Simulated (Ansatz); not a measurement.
# Si16Ge: the cost of one run

Program: Ansatz 0.2.0. Level of theory: DFT PBE+D3(BJ), plane waves, PAW, scalar-relativistic, no spin polarisation. These are calculated values, not measurements.

### Step 1. The system as given

The cell holds 17 atoms (GeSi16): a = 7.679 Å, b = 7.679 Å, c = 7.679 Å, α = 60.00°, β = 60.00°, γ = 60.00°.

As a file:

```xyz
17
Lattice="0.0000 5.4300 5.4300 5.4300 0.0000 5.4300 5.4300 5.4300 0.0000" Properties=species:S:1:pos:R:3 pbc="T T T"
Si    0.0000    0.0000    0.0000
Si    1.3575    1.3575    1.3575
Si    2.7150    2.7150    0.0000
Si    4.0725    4.0725    1.3575
Si    2.7150    0.0000    2.7150
Si    4.0725    1.3575    4.0725
Si    5.4300    2.7150    2.7150
Si    6.7875    4.0725    4.0725
Si    0.0000    2.7150    2.7150
Si    1.3575    4.0725    4.0725
Si    2.7150    5.4300    2.7150
Si    4.0725    6.7875    4.0725
Si    2.7150    2.7150    5.4300
Si    4.0725    4.0725    6.7875
Si    5.4300    5.4300    5.4300
Si    6.7875    6.7875    6.7875
Ge    6.1230    4.7238    2.0801
```

### Step 2. End point A

File input.yaml:

```yaml
crystal:
  lattice:
    - [0.0, 5.43, 5.43]
    - [5.43, 0.0, 5.43]
    - [5.43, 5.43, 0.0]
  atoms:
    - { symbol: Si, position: [0.0, 0.0, 0.0] }
    - { symbol: Si, position: [0.125, 0.125, 0.125] }
    - { symbol: Si, position: [0.0, 0.0, 0.5] }
    - { symbol: Si, position: [0.125, 0.125, 0.625] }
    - { symbol: Si, position: [0.0, 0.5, 0.0] }
    - { symbol: Si, position: [0.125, 0.625, 0.125] }
    - { symbol: Si, position: [0.0, 0.5, 0.5] }
    - { symbol: Si, position: [0.125, 0.625, 0.625] }
    - { symbol: Si, position: [0.5, 0.0, 0.0] }
    - { symbol: Si, position: [0.625, 0.125, 0.125] }
    - { symbol: Si, position: [0.5, 0.0, 0.5] }
    - { symbol: Si, position: [0.625, 0.125, 0.625] }
    - { symbol: Si, position: [0.5, 0.5, 0.0] }
    - { symbol: Si, position: [0.625, 0.625, 0.125] }
    - { symbol: Si, position: [0.5, 0.5, 0.5] }
    - { symbol: Si, position: [0.625, 0.625, 0.625] }
    - { symbol: Ge, position: [0.0626945, 0.3203773, 0.807246] }
basis:
  ecutwfc: 420.0
kpoints:
  mp_grid: { grid: [2, 2, 2] }
hamiltonian:
  xc: pbe
  dispersion: d3bj
  pseudopotentials: { kind: paw, azcp: { folder: soft_1 } }
scf:
  occupations: { method: gaussian, width: 0.02 }
  lower_state_search: "off"
relax:
  f_tol: 0.03
  max_steps: 60
  adjacent_minimum: "off"
```

Run with:

```console
$ ansatz run input.yaml --threads 1 --pin off --max-ram 3072MiB --backend cpu --events-out ev --progress --plain --runs-dir out
```

Q: Estimate wall time and peak memory on 1 thread of Arm Neoverse V2, shared host.

About 39 s, with a peak of 0.54 GiB.
